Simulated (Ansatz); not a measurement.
**CH3FSSi: geometry optimisation, by script**

What geometry does CH3FSSi take? Wanted for CH3FSSi: a geometry optimisation. SMILES: CS[Si]F.

Program: Ansatz 0.2.0, driven from Python. Level of theory: Hartree-Fock/cc-pVDZ. These are calculated values, not measurements.

## (1) The structure

Bond lengths: C1–S2 1.751 Å, S2–Si3 2.141 Å, Si3–F4 1.524 Å, C1–H5 1.098 Å, C1–H6 1.165 Å, C1–H7 1.093 Å. Angles: C1–S2–Si3 101.2°, S2–C1–H5 114.5°, S2–C1–H6 109.6°, S2–C1–H7 113.2°, H5–C1–H6 104.9°, H5–C1–H7 109.3°, H6–C1–H7 104.7°, S2–Si3–F4 109.9°.

No structure file is read: the coordinates are typed or built in the script.

## (2) The code

opt_ch3fssi.py

```python
import ansatz as az
import numpy as np

GEOMETRY = """
C    -0.46210    0.69500   -0.05190
S     0.96640    0.46950    0.93600
Si    1.47990   -1.55520    0.46570
F     0.51170   -2.10870   -0.57350
H    -1.30130    0.03570    0.20490
H    -0.87330    1.77460    0.09670
H    -0.26010    0.62110   -1.12360
"""


def main() -> None:
    mol = az.Crystal.molecule()
    for line in GEOMETRY.strip().splitlines():
        symbol, *xyz = line.split()
        mol = mol.atom(symbol, [float(v) for v in xyz])

    calculation = mol.calculation()
    calculation = calculation.basis(gaussian="cc-pVDZ").functional("hf")
    symbols = [site.symbol for site in mol.cartesian_sites]
    start = np.array([site.position_ang for site in mol.cartesian_sites], dtype=float)
    data = calculation.relax(force_tolerance=0.005).run(threads=1, backend="cpu").report
    end = np.array(data["positions_ang"])

    print("reference energy %16.6f eV" % data["reference_energy_ev"])
    print("total energy     %16.6f eV" % data["free_energy_ev"])
    print("occupied (up, down):", data["n_occupied"], " virtual:", data["n_virtual"], " frozen:", data["n_frozen"])

    print("final positions (A) and the move of each atom")
    for symbol, xyz, old in zip(symbols, end, start):
        print(f"{symbol:2s} {xyz[0]:10.5f} {xyz[1]:10.5f} {xyz[2]:10.5f}   {np.linalg.norm(xyz - old):7.4f}")


if __name__ == "__main__":
    main()
```

## (3) The calls as engine input

The package turns the script's settings into the engine's input:

```yaml
crystal:
  periodic: [false, false, false]
  atoms:
    - { symbol: C, position_ang: [-0.4621, 0.695, -0.0519] }
    - { symbol: S, position_ang: [0.9664, 0.4695, 0.936] }
    - { symbol: Si, position_ang: [1.4799, -1.5552, 0.4657] }
    - { symbol: F, position_ang: [0.5117, -2.1087, -0.5735] }
    - { symbol: H, position_ang: [-1.3013, 0.0357, 0.2049] }
    - { symbol: H, position_ang: [-0.8733, 1.7746, 0.0967] }
    - { symbol: H, position_ang: [-0.2601, 0.6211, -1.1236] }
basis:
  gaussian:
    orbitals: cc-pVDZ
hamiltonian:
  xc: hf
relax:
  f_tol: 0.005
```

## (4) The run

Run with:

```console
$ python opt_ch3fssi.py
```

Without the output at hand: what should come out? Wanted: total energy; dipole moment; moves of the relaxation; energy gained; last largest force component.

As calculated:

```
                    quantity           value
                total energy  -22464.9603 eV
               dipole moment          0.83 D
     moves of the relaxation               7
               energy gained        0.653 eV
last largest force component     0.0016 eV/Å
```

In words: The relaxation took 7 moves; the largest shift is 0.137 Å, of atom 3 (Si). The end point is the stationary point reached from this start; no frequency run checks that it is a minimum, and the basis set is modest.
